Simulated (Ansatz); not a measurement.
# SiHBr (singlet): the correlation ladder at a displaced geometry (v2), cc-pVDZ

One table from this session's results is given with a row withheld; the runs are named, their logs left out.

Computed with Ansatz 0.2.0, Gaussian basis. Level: cc-pVDZ, core rule «outside noble gas», up to 19 orbitals frozen.

To be run: UHF; CCSD(T) on RHF; CCSD(T) on UHF; BCCD(T) on RHF; CISD; CCSDT(Q) on RHF; CCSDT(Q) on UHF; CASSCF and MRCISD+Q, 12 electrons in 9 orbitals; CASSCF and NEVPT2, 12 electrons in 9 orbitals.

21 further runs of the same task are left out: 11 that didn't finish, 10 set aside as unsound or not needed.

### The geometry

The geometry is a PBE0/def2-TZVP stationary point (not a proven minimum) with its atoms shifted at random (size 0.100 Å). No spin-orbit coupling is included. The filled d shell of Br may be among the frozen orbitals whatever the setting's name suggests; the logs give the count.

3 atoms, charge 0, spin multiplicity 1.

Atoms are counted from 1 here; the program's logs count them from 0.

Bond lengths: Si1–Br2 2.240 Å, Si1–H3 1.506 Å. Angles: Br2–Si1–H3 93.7°.

The first run:

File in.yaml:

```yaml
crystal:
  periodic: [false, false, false]
  atoms:
    - {symbol: Si, position_ang: [0.121682, -0.102017, 1.633510]}
    - {symbol: Br, position_ang: [-0.043192, 0.018321, -0.597108]}
    - {symbol: H, position_ang: [0.033429, 1.390216, 1.818900]}
basis:
  gaussian: {orbitals: cc-pVDZ}
magnetization: {spin_polarized: true, initial_magnetization: 0}
hamiltonian: {xc: hf}
output: {orbitals: {seedname: orbitals}}
```

Launch:

```sh
$ ansatz run in.yaml --threads 1 --pin off --events-out ev --progress --plain --max-ram 2393MiB
```

Steps of the session up to this table: UHF; CCSD(T) on RHF; CCSD(T) on UHF; BCCD(T) on RHF; CISD; CCSDT(Q) on RHF; CCSDT(Q) on UHF; CASSCF and MRCISD+Q, 12 electrons in 9 orbitals; CASSCF and NEVPT2, 12 electrons in 9 orbitals.

One of the session's tables, all rows but one given; the rest of the session is left out.

```
          method  from RCCSDT(Q) (kcal/mol)
             RHF                    +145.35
             UHF                    +144.63
            RMP2                     +23.26
            CISD                     +16.32
           RCCSD                          ?
        RCCSD(T)                      +0.82
         BCCD(T)                      +0.80
          RCCSDT                      +0.31
       RCCSDT(Q)                          0
  CASSCF valence                    +114.97
  NEVPT2 valence                     +27.36
  MRCISD valence                      +9.91
MRCISD+Q valence                      +1.19
```

Estimate the missing values for RCCSD.

The run gave: from RCCSDT(Q) (kcal/mol): +4.41. In the column «from RCCSDT(Q) (kcal/mol)» it lies between MRCISD+Q valence (+1.19) and MRCISD valence (+9.91).

Not comparable, so not listed: CCSD(T) on UHF; CCSDT(Q) on UHF (they don't share determinant, frozen orbitals or solution with the rows shown, or repeat one).

To keep in mind: Warnings: restricted reference is unstable; spin contamination.
